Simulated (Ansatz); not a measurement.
**AlFH4OSi: small, medium and large basis sets**

Aim: see how fast density functionals converge with the basis set for AlFH4OSi.

Method: one geometry, several basis sets; program: Ansatz 0.2.0, Gaussian basis.

Plan: PBE0-D4/def2-SVP; ωB97M-V/def2-SVP; PBE0-D4/def2-QZVPP; ωB97M-V/def2-QZVPP; the functionals' def2-TZVPP values are taken from earlier runs.

## 1. The geometry

An earlier PBE0-D4 in a triple-zeta def2 set relaxation fixed the geometry.

SMILES `O[SiH2][AlH][F]`, 8 atoms, charge 0, spin multiplicity 1.

Atoms are counted from 1 here; the program's logs count them from 0.

Bond lengths: O1–Si2 1.657 Å, O1–H5 0.958 Å, Si2–Al3 2.463 Å, Si2–H6 1.496 Å, Si2–H7 1.488 Å, Al3–F4 1.659 Å, Al3–H8 1.583 Å. Angles: Si2–O1–H5 117.0°, O1–Si2–Al3 111.1°, O1–Si2–H6 111.1°, O1–Si2–H7 106.4°, Al3–Si2–H6 109.9°, Al3–Si2–H7 112.0°, H6–Si2–H7 106.2°, Si2–Al3–F4 113.2°, Si2–Al3–H8 130.3°, F4–Al3–H8 116.4°.

## 2. PBE0-D4 in def2-SVP

The input, in.yaml:

```yaml
crystal:
  periodic: [false, false, false]
  atoms:
    - {symbol: O, position_ang: [-0.660184, 1.595376, -0.877577]}
    - {symbol: Si, position_ang: [0.195248, 0.881831, 0.349460]}
    - {symbol: Al, position_ang: [0.316536, -1.559314, 0.043492]}
    - {symbol: F, position_ang: [-0.769898, -2.133508, -1.070782]}
    - {symbol: H, position_ang: [-1.365986, 1.082046, -1.272336]}
    - {symbol: H, position_ang: [-0.406558, 1.199330, 1.681323]}
    - {symbol: H, position_ang: [1.542994, 1.512948, 0.342868]}
    - {symbol: H, position_ang: [1.240049, -2.635709, 0.747652]}
basis:
  gaussian: {orbitals: def2-SVP}
hamiltonian: {xc: pbe0, dispersion: d4}
output: {orbitals: {seedname: orbitals}}
```

The run is started by

```console
$ ansatz run in.yaml --threads 2 --pin off --events-out ev --progress --plain --max-ram 4352MiB
```

The runs that follow: ωB97M-V in def2-SVP; PBE0-D4 in def2-QZVPP; ωB97M-V in def2-QZVPP.

**Question.** What will the summary of the whole plan be? Wanted: PBE0-D4: double and triple zeta above quadruple; ωB97M-V: double and triple zeta above quadruple.

The runs gave:

| quantity | value |
| --- | --- |
| PBE0-D4: double and triple zeta above quadruple | 12.16, 0.77 eV |
| ωB97M-V: double and triple zeta above quadruple | 12.25, 0.73 eV |

In words: For PBE0-D4 the step from double to triple zeta gains 11.38 eV and the next only 0.77 eV. These are total energies; as a rule much of such shifts cancels in differences, which this series doesn't test.
